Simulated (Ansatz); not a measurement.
**B12W: what a guessed cell relaxes into**

Aim: relax a trial structure of B12W and see where it ends.

Program: Ansatz 0.2.0. Level of theory: DFT PBE, scalar-relativistic, plane waves, PAW. These are calculated values, not measurements.

## 1. The structure to begin with

Symmetry: Fm-3m, No. 225, cubic system. The conventional cell has a = 7.125 Å, b = 7.125 Å, c = 7.125 Å, α = 90.00°, β = 90.00°, γ = 90.00°. B (site symmetry 2mm) has 1 B at 1.26 Å as nearest neighbours. W (site symmetry m-3m) is surrounded by 24 B at 2.60 Å.

As a file:

```xyz
13
Lattice="0.0000 3.5623 3.5623 3.5623 0.0000 3.5623 3.5623 3.5623 0.0000" Properties=species:S:1:pos:R:3 pbc="T T T"
B     2.9334    1.7811    1.7811
B     0.6289    1.7811    1.7811
B     1.7811    2.9334    1.7811
B     1.7811    0.6289    1.7811
B     1.7811    1.7811    2.9334
B     1.7811    1.7811    0.6289
B     4.1912    5.3434    5.3434
B     6.4957    5.3434    5.3434
B     5.3434    4.1912    5.3434
B     5.3434    6.4957    5.3434
B     5.3434    5.3434    4.1912
B     5.3434    5.3434    6.4957
W     0.0000    0.0000    0.0000
```

A structure generator made this guess: random cell by space group and Wyckoff sites (Fm-3m, No. 225). Its size is a rough estimate.

## 2. A first look at the guess

Contents of input.yaml:

```yaml
crystal:
  lattice:
    - [0.0, 3.56229744, 3.56229744]
    - [3.56229744, 0.0, 3.56229744]
    - [3.56229744, 3.56229744, 0.0]
  atoms:
    - { symbol: B, position: [0.08826577, 0.41173423, 0.41173423] }
    - { symbol: B, position: [0.41173423, 0.08826577, 0.08826577] }
    - { symbol: B, position: [0.41173423, 0.08826577, 0.41173423] }
    - { symbol: B, position: [0.08826577, 0.41173423, 0.08826577] }
    - { symbol: B, position: [0.41173423, 0.41173423, 0.08826577] }
    - { symbol: B, position: [0.08826577, 0.08826577, 0.41173423] }
    - { symbol: B, position: [0.91173423, 0.58826577, 0.58826577] }
    - { symbol: B, position: [0.58826577, 0.91173423, 0.91173423] }
    - { symbol: B, position: [0.58826577, 0.91173423, 0.58826577] }
    - { symbol: B, position: [0.91173423, 0.58826577, 0.91173423] }
    - { symbol: B, position: [0.58826577, 0.58826577, 0.91173423] }
    - { symbol: B, position: [0.91173423, 0.91173423, 0.58826577] }
    - { symbol: W, position: [0.0, 0.0, 0.0] }
basis:
  ecutwfc: 420
kpoints:
  mp_grid: { grid: [4, 4, 4] }
hamiltonian:
  xc: pbe
scf:
  occupations: { method: gaussian, width: 0.1 }
  lower_state_search: "off"
output:
  forces: true
  stress: true
  eigenvalues: true
```

The run is started by

```sh
ansatz run input.yaml --threads 1 --pin off --max-ram 2560MiB --backend cpu --events-out ev --progress --plain --runs-dir out
```

The session goes on with these runs: coarse relaxation; final relaxation.

What does the calculation give? Wanted: conventional cell; volume; energy over the elements; gap on the mesh.

As calculated:

| quantity | value |
| --- | --- |
| symmetry at the end (tolerance 0.05 Å) | space group Fm-3m (No. 225) |
| conventional cell | a = 8.112 Å, b = 8.112 Å, c = 8.112 Å, α = 90.00°, β = 90.00°, γ = 90.00° |
| volume | 10.27 Å³/atom |
| energy over the elements | +0.57 eV/atom |
| gap on the mesh | none (metal) |

**Reading.** The space group Fm-3m (No. 225) is kept, and the volume per atom grows by 47.6 % from the first guess. With a positive formation energy it can't be a ground state. No finished test with a distortion of lower symmetry is shown, so the end may be a saddle point. Spin-orbit coupling is left out for W.
